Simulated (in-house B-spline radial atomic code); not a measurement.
# Mo³¹⁺: excited configurations in jj coupling

How much energy does it take to promote electrons of Mo³¹⁺ to other shells? Each configuration is solved by itself and compared with the reference.

Program: in-house B-spline radial atomic code version 1. Level of theory: Dirac-Hartree-Fock, average of configuration, Fermi nucleus, basis-set limit. These are calculated values, not measurements, unless marked.

## (1) Starting point

| Item | Value |
| --- | --- |
| element | molybdenum (Z = 42) |
| charge | +31 |
| electrons | 11 |
| configuration | 1s2 2s2 2p6 3s1 |
| Hamiltonian | Dirac-Coulomb |
| nucleus | Fermi, rms radius 4.409 fm |

Input settings:

```ini
Z = 42
electrons = 11.0
configuration = 1s2 2s2 2p6 3s1
hamiltonian = dirac
method = hf
spin_polarised = False
nucleus = fermi
rms_radius = 4.4091
mass_number = 98
atomic_mass = 97.905403609
speed_of_light = 137.035999084
```

This reference run was done before. Its total energy is -3307.380082 hartree, and its levels are (the highest eight at most):

| orbital | occupation | energy (eV) | <r> (bohr) |
| --- | --- | --- | --- |
| 1s1/2 | 2 | -21820.8 | 0.03513 |
| 2s1/2 | 2 | -4511.72 | 0.1501 |
| 2p1/2 | 2 | -4286.89 | 0.1280 |
| 2p3/2 | 4 | -4175.49 | 0.1323 |
| 3s1/2 | 1 | -1791.59 | 0.3662 |

## (2) Run with 1s2 2s1 2p6 3s2

The settings differ from step 1 so:

```diff
@@ -2,3 +2,3 @@
 electrons = 11.0
-configuration = 1s2 2s2 2p6 3s1
+configuration = 1s2 2s1 2p6 3s2
 hamiltonian = dirac
```

The program writes no log. Results of the run, from its result record (rounded, main fields):

```text
{
  "status": "converged",
  "iterations": 8,
  "energy [hartree]": {"total": -3208.03556201, "kinetic": 3342.86595486, "nuclear": -6901.99946569, "coulomb": 414.648504297, "exact_exchange": -63.5505554768},
  "breit [hartree]": {"gaunt": 2.200736, "retardation": -0.1960877, "frequency_dependence": -0.01528571},
  "qed [hartree]": {"self_energy": 1.728817, "uehling": -0.1987796, "wichmann_kroll": 0.002995614},
  "recoil [hartree]": 0.01391984,
  "total_with_corrections [hartree]": -3204.49924599,
  "orbitals [hartree, bohr; first row names the columns]": [
    ["name", "occ", "eps", "<r>"],
    ["1s1/2", 2.0, -805.96244, 0.035128],
    ["2s1/2", 1.0, -168.66192, 0.14976],
    ["2p1/2", 2.0, -160.04283, 0.12712],
    ["2p3/2", 4.0, -155.88164, 0.13133],
    ["3s1/2", 2.0, -66.36929, 0.36317]
  ],
  "sum_r [bohr^k]": {"-1": 164.3346, "1": 1.725914, "2": 0.4528119},
  "energy_minus_base [hartree]": 99.3445201,
  "energy_minus_base_with_corrections [hartree]": 99.1887217
}
```

Run time: 0.17 s. Hardware: 1 thread, shared host.

energy_minus_base is the energy less that of the reference run.

## (3) Configuration 1s2 2s1 2p6 3s1 3d-1

In configurations, a minus sign after the shell means j = l − 1/2 and a plus sign j = l + 1/2; the count of electrons follows.

The settings differ from step 2 so:

```diff
@@ -2,3 +2,3 @@
 electrons = 11.0
-configuration = 1s2 2s1 2p6 3s2
+configuration = 1s2 2s1 2p6 3s1 3d-1
 hamiltonian = dirac
```

From the record:

```text
{
  "status": "converged",
  "iterations": 14,
  "energy [hartree]": {"total": -3201.60480828, "kinetic": 3333.88049353, "nuclear": -6890.00648545, "coulomb": 415.589237891, "exact_exchange": -61.0680542564},
  "breit [hartree]": {"gaunt": 2.191595, "retardation": -0.1973392, "frequency_dependence": -0.01543374},
  "qed [hartree]": {"self_energy": 1.703135, "uehling": -0.1962022, "wichmann_kroll": 0.002957068},
  "recoil [hartree]": 0.01364602,
  "total_with_corrections [hartree]": -3198.10245063,
  "orbitals [hartree, bohr; first row names the columns]": [
    ["name", "occ", "eps", "<r>"],
    ["1s1/2", 2.0, -805.75148, 0.035128],
    ["2s1/2", 1.0, -159.72481, 0.14182],
    ["2p1/2", 2.0, -159.70162, 0.12725],
    ["2p3/2", 4.0, -155.41984, 0.13136],
    ["3s1/2", 1.0, -74.952522, 0.37095],
    ["3d3/2", 1.0, -59.820736, 0.30688]
  ],
  "sum_r [bohr^k]": {"-1": 164.049, "1": 1.669875, "2": 0.4112749},
  "energy_minus_base [hartree]": 105.775274,
  "energy_minus_base_with_corrections [hartree]": 105.585517
}
```

Wall time 0.38 s (1 thread, shared host).

## (4) Configuration 1s2 2s1 2p6 3s1 7s1

The settings differ from step 3 so:

```diff
@@ -2,3 +2,3 @@
 electrons = 11.0
-configuration = 1s2 2s1 2p6 3s1 3d-1
+configuration = 1s2 2s1 2p6 3s1 7s1
 hamiltonian = dirac
```

From the record:

```text
{
  "status": "converged",
  "iterations": 14,
  "energy [hartree]": {"total": -3152.93319224, "kinetic": 3284.96514672, "nuclear": -6763.97066225, "coulomb": 386.460021154, "exact_exchange": -60.3876978634},
  "breit [hartree]": {"gaunt": 2.169037, "retardation": -0.1930131, "frequency_dependence": -0.01546664},
  "qed [hartree]": {"self_energy": 1.705867, "uehling": -0.1964659, "wichmann_kroll": 0.002961019},
  "recoil [hartree]": 0.01364068,
  "total_with_corrections [hartree]": -3149.44663217,
  "orbitals [hartree, bohr; first row names the columns]": [
    ["name", "occ", "eps", "<r>"],
    ["1s1/2", 2.0, -808.80926, 0.035129],
    ["2s1/2", 1.0, -161.97593, 0.14373],
    ["2p1/2", 2.0, -162.54736, 0.12693],
    ["2p3/2", 4.0, -158.37252, 0.13113],
    ["3s1/2", 1.0, -77.308333, 0.36885],
    ["7s1/2", 1.0, -11.373272, 2.1524]
  ],
  "sum_r [bohr^k]": {"-1": 161.0482, "1": 3.513586, "2": 5.48296},
  "energy_minus_base [hartree]": 154.44689,
  "energy_minus_base_with_corrections [hartree]": 154.241336
}
```

Run time: 0.44 s. Hardware: 1 thread, shared host.

## (5) Run with 1s2 2s2 2p6 6p+1

The settings differ from step 4 so:

```diff
@@ -2,3 +2,3 @@
 electrons = 11.0
-configuration = 1s2 2s1 2p6 3s1 7s1
+configuration = 1s2 2s2 2p6 6p+1
 hamiltonian = dirac
```

From the record:

```text
{
  "status": "converged",
  "iterations": 7,
  "energy [hartree]": {"total": -3256.38215888, "kinetic": 3395.47363406, "nuclear": -7006.11968119, "coulomb": 424.349211469, "exact_exchange": -70.085323225},
  "breit [hartree]": {"gaunt": 2.270927, "retardation": -0.1974819, "frequency_dependence": -0.01499045},
  "qed [hartree]": {"self_energy": 1.772938, "uehling": -0.2037329, "wichmann_kroll": 0.003069813},
  "recoil [hartree]": 0.01429164,
  "total_with_corrections [hartree]": -3252.73713811,
  "orbitals [hartree, bohr; first row names the columns]": [
    ["name", "occ", "eps", "<r>"],
    ["1s1/2", 2.0, -804.48929, 0.035125],
    ["2s1/2", 2.0, -167.92812, 0.14998],
    ["2p1/2", 2.0, -159.80835, 0.12786],
    ["2p3/2", 4.0, -155.7069, 0.13209],
    ["6p3/2", 1.0, -14.839166, 1.5867]
  ],
  "sum_r [bohr^k]": {"-1": 166.8137, "1": 2.74101, "2": 3.003968},
  "energy_minus_base [hartree]": 50.9979232,
  "energy_minus_base_with_corrections [hartree]": 50.9508296
}
```

It took 0.17 s on 1 thread, shared host.

## (6) Run with 1s2 2s2 2p6 6g-1

The settings differ from step 5 so:

```diff
@@ -2,3 +2,3 @@
 electrons = 11.0
-configuration = 1s2 2s2 2p6 6p+1
+configuration = 1s2 2s2 2p6 6g-1
 hamiltonian = dirac
```

From the record:

```text
{
  "status": "converged",
  "iterations": 7,
  "energy [hartree]": {"total": -3255.78275047, "kinetic": 3394.79676778, "nuclear": -7005.11136663, "coulomb": 424.563402422, "exact_exchange": -70.0315540402},
  "breit [hartree]": {"gaunt": 2.266619, "retardation": -0.1964905, "frequency_dependence": -0.01489442},
  "qed [hartree]": {"self_energy": 1.772802, "uehling": -0.2037441, "wichmann_kroll": 0.00306997},
  "recoil [hartree]": 0.01430824,
  "total_with_corrections [hartree]": -3252.14107988,
  "orbitals [hartree, bohr; first row names the columns]": [
    ["name", "occ", "eps", "<r>"],
    ["1s1/2", 2.0, -804.50228, 0.035124],
    ["2s1/2", 2.0, -167.88631, 0.14995],
    ["2p1/2", 2.0, -159.77809, 0.12784],
    ["2p3/2", 4.0, -155.66946, 0.13207],
    ["6g7/2", 1.0, -14.239719, 1.3724]
  ],
  "sum_r [bohr^k]": {"-1": 166.7896, "1": 2.526485, "2": 2.300124},
  "energy_minus_base [hartree]": 51.5973316,
  "energy_minus_base_with_corrections [hartree]": 51.5468878
}
```

It took 0.2 s on 1 thread, shared host.

## (7) All configurations in order

| net move | configuration | energy above the reference (eV) | with Breit, QED, recoil (eV) | largest <r> (bohr) |
| --- | --- | --- | --- | --- |
| 3s → 6p3/2 | 1s2 2s2 2p6 6p+1 | 1387.72 | 1386.44 | 1.59 |
| 3s → 6g7/2 | 1s2 2s2 2p6 6g-1 | 1404.03 | 1402.66 | 1.37 |
| 2s → 3s | 1s2 2s1 2p6 3s2 | 2703.30 | 2699.06 | 0.363 |
| 2s → 3d3/2 | 1s2 2s1 2p6 3s1 3d-1 | 2878.29 | 2873.13 | 0.371 |
| 2s → 7s | 1s2 2s1 2p6 3s1 7s1 | 4202.71 | 4197.12 | 2.15 |

At the bottom stands 3s → 6p3/2 (1387.72 eV), at the top 2s → 7s (4202.71 eV). 3 of them lie more than 2 % above the ionisation threshold that Koopmans' theorem gives (1791.59 eV), where such states can decay by emitting an electron. Two partly filled shells share a symmetry and can mix in the average, which may lower the energy, for: 2s → 3d3/2; 2s → 7s. These are averages over configurations, without correlation, not spectroscopic levels.
